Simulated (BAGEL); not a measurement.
**BH2SClO (SMILES OB(S)Cl) at HF/def2-SVPD (density fitting with qzvpp-jkfit)**

What is the energy change on altering one bond length of BH2SClO at HF/def2-SVPD (density fitting with qzvpp-jkfit)? 

The calculation is run with BAGEL 1.2.2.

1 further run of the same task is left out (set aside as unsound or not needed).

## 1. The system as given

BH2SClO: 6 atoms, total charge 0, spin state singlet. SMILES: `OB(S)Cl`. The coordinates come from a PBE0-D4/def2-TZVP relaxation. This is one conformer, not always the lowest.

Bond lengths: O1–B2 1.348 Å, B2–S3 1.800 Å, B2–Cl4 1.770 Å, O1–H5 0.962 Å, S3–H6 1.344 Å. Angles: O1–B2–S3 121.5°, O1–B2–Cl4 120.9°, S3–B2–Cl4 117.6°, B2–O1–H5 113.2°, B2–S3–H6 94.9°.

## 2. The energy at HF/def2-SVPD (density fitting with qzvpp-jkfit)

Contents of input.json:

```json
{ "bagel": [

{
  "title": "molecule",
  "basis": "def2-svpd.json",
  "df_basis": "qzvpp-jkfit",
  "angstrom": true,
  "geometry": [
    { "atom": "O", "xyz": [       0.301700,       0.908000,      -0.627200 ] },
    { "atom": "B", "xyz": [      -0.232300,      -0.218400,      -0.112900 ] },
    { "atom": "S", "xyz": [       0.333000,      -0.896100,       1.455800 ] },
    { "atom": "Cl", "xyz": [      -1.520700,      -1.084000,      -0.964300 ] },
    { "atom": "H", "xyz": [      -0.088300,       1.162600,      -1.468700 ] },
    { "atom": "H", "xyz": [       1.248600,       0.063900,       1.671200 ] }
  ]
},

{ "title": "hf" },

{ "title": "print", "file": "orbitals.molden", "orbitals": true }

]}
```

The basis set def2-SVPD is read from a file made from the Basis Set Exchange's data (not shown).

Run with:

```console
BAGEL_NUM_THREADS=1 BAGEL input.json > input.out
```

What it wrote:

```text
* using 1 threads per process

  ===============================================================
  ===============================================================

  *** Geometry ***

  { "atom" : "O", "xyz" : [      0.570130,      1.715871,     -1.185236 ] },
  { "atom" : "B", "xyz" : [     -0.438983,     -0.412716,     -0.213350 ] },
  { "atom" : "S", "xyz" : [      0.629279,     -1.693384,      2.751063 ] },
  { "atom" : "Cl", "xyz" : [     -2.873707,     -2.048463,     -1.822263 ] },
  { "atom" : "H", "xyz" : [     -0.166863,      2.196996,     -2.775441 ] },
  { "atom" : "H", "xyz" : [      2.359512,      0.120753,      3.158110 ] },

  Number of auxiliary basis functions:      444

  Since a DF basis is specified, we compute 2- and 3-index integrals:
    o Being stored without compression. Storage requirement is 0.045 GB

  Number of basis functions:      113
  Number of electrons      :       48

    * METHOD: MOLECULE                             0.21

  *** RHF ***

  === Nuclear Repulsion ===
   185.6608348315

      * DIIS with orbital gradients will be used.

  === RHF iteration (def2-svpd.json) ===
      0       -957.34852362          0.01629976           0.09
      1       -957.47941737          0.01201740           0.08
      2       -957.54523878          0.00148519           0.07
      3       -957.54727994          0.00033727           0.07
      4       -957.54741170          0.00009994           0.07
      5       -957.54742275          0.00001999           0.07
      6       -957.54742330          0.00000513           0.08
      7       -957.54742333          0.00000167           0.10
      8       -957.54742334          0.00000072           0.07
      9       -957.54742334          0.00000022           0.07
     10       -957.54742334          0.00000006           0.07
     11       -957.54742334          0.00000002           0.07
     12       -957.54742334          0.00000001           0.07
    * SCF iteration converged.

    * Permanent dipole moment:
           (   -0.182799,    -0.544009,     0.355237) a.u.

    * METHOD: HF                                   1.16

    * METHOD: PRINT                                0.02

  ===============================================================
```

Run time: 2.5 s. Hardware: 1 thread of Intel Xeon 6975P-C (Granite Rapids), shared host; peak memory 0.14 GiB.

## 3. The distorted shape

Contents of calc.json:

```json
{ "bagel" : [

{
  "title" : "molecule",
  "basis" : "def2-svpd.json",
  "df_basis" : "qzvpp-jkfit",
  "angstrom" : true,
  "geometry" : [
    { "atom" : "O", "xyz" : [       0.132103,       1.111318,      -1.097830 ] },
    { "atom" : "B", "xyz" : [      -0.401897,      -0.015082,      -0.583530 ] },
    { "atom" : "S", "xyz" : [       0.333000,      -0.896100,       1.455800 ] },
    { "atom" : "Cl", "xyz" : [      -1.690297,      -0.880682,      -1.434930 ] },
    { "atom" : "H", "xyz" : [      -0.257897,       1.365918,      -1.939330 ] },
    { "atom" : "H", "xyz" : [       1.248600,       0.063900,       1.671200 ] }
  ]
},

{ "title" : "hf" },

{ "title" : "print", "file" : "orbitals.molden", "orbitals" : true }

]}
```

The basis set def2-SVPD is read from a file made from the Basis Set Exchange's data (not shown).

Run with:

```console
BAGEL_NUM_THREADS=1 BAGEL calc.json > calc.out
```

What it wrote:

```text
* using 1 threads per process

  ===============================================================
  ===============================================================

  *** Geometry ***

  { "atom" : "O", "xyz" : [      0.249638,      2.100087,     -2.074598 ] },
  { "atom" : "B", "xyz" : [     -0.759475,     -0.028501,     -1.102712 ] },
  { "atom" : "S", "xyz" : [      0.629279,     -1.693384,      2.751063 ] },
  { "atom" : "Cl", "xyz" : [     -3.194198,     -1.664248,     -2.711625 ] },
  { "atom" : "H", "xyz" : [     -0.487355,      2.581211,     -3.664803 ] },
  { "atom" : "H", "xyz" : [      2.359512,      0.120753,      3.158110 ] },

  Number of auxiliary basis functions:      444

  Since a DF basis is specified, we compute 2- and 3-index integrals:
    o Being stored without compression. Storage requirement is 0.045 GB

  Number of basis functions:      113
  Number of electrons      :       48

    * METHOD: MOLECULE                             0.16

  *** RHF ***

  === Nuclear Repulsion ===
   169.1566004797

      * DIIS with orbital gradients will be used.

  === RHF iteration (def2-svpd.json) ===
      0       -957.29287285          0.01600663           0.08
      1       -957.42145414          0.01186186           0.08
      2       -957.48903141          0.00140521           0.08
      3       -957.49114163          0.00032915           0.08
      4       -957.49128901          0.00011154           0.08
      5       -957.49130299          0.00003833           0.08
      6       -957.49130462          0.00001552           0.08
      7       -957.49130493          0.00000329           0.09
      8       -957.49130495          0.00000110           0.08
      9       -957.49130495          0.00000049           0.08
     10       -957.49130495          0.00000017           0.07
     11       -957.49130495          0.00000005           0.08
     12       -957.49130495          0.00000002           0.07
     13       -957.49130495          0.00000001           0.07
    * SCF iteration converged.

    * Permanent dipole moment:
           (    0.112422,    -0.718423,     0.971588) a.u.

    * METHOD: HF                                   1.30

    * METHOD: PRINT                                0.02

  ===============================================================
```

It took 2.6 s on 1 thread of Intel Xeon 6975P-C (Granite Rapids), shared host; peak memory 0.14 GiB.

## 4. Results

At HF/def2-SVPD (density fitting with qzvpp-jkfit):

| quantity | value |
| --- | --- |
| first shape: total energy | -957.54742 Eh |
| first shape: dipole moment | 1.72 D |
| first shape: HOMO energy | -10.81 eV |
| first shape: LUMO energy | 1.45 eV |
| first shape: HOMO–LUMO gap | 12.26 eV |
| distorted shape: total energy | -957.49130 Eh |
| distorted shape: dipole moment | 3.08 D |
| distorted shape: HOMO energy | -10.01 eV |
| distorted shape: LUMO energy | 1.24 eV |
| distorted shape: HOMO–LUMO gap | 11.25 eV |
| energy change with the B2–S3 bond stretched from 1.800 to 2.340 Å | 1.527 eV |

What this shows: With the B2–S3 bond stretched from 1.800 to 2.340 Å the energy rises by 1.53 eV (35 kcal/mol). The first shape isn't relaxed at this level, so the change isn't measured from a minimum.
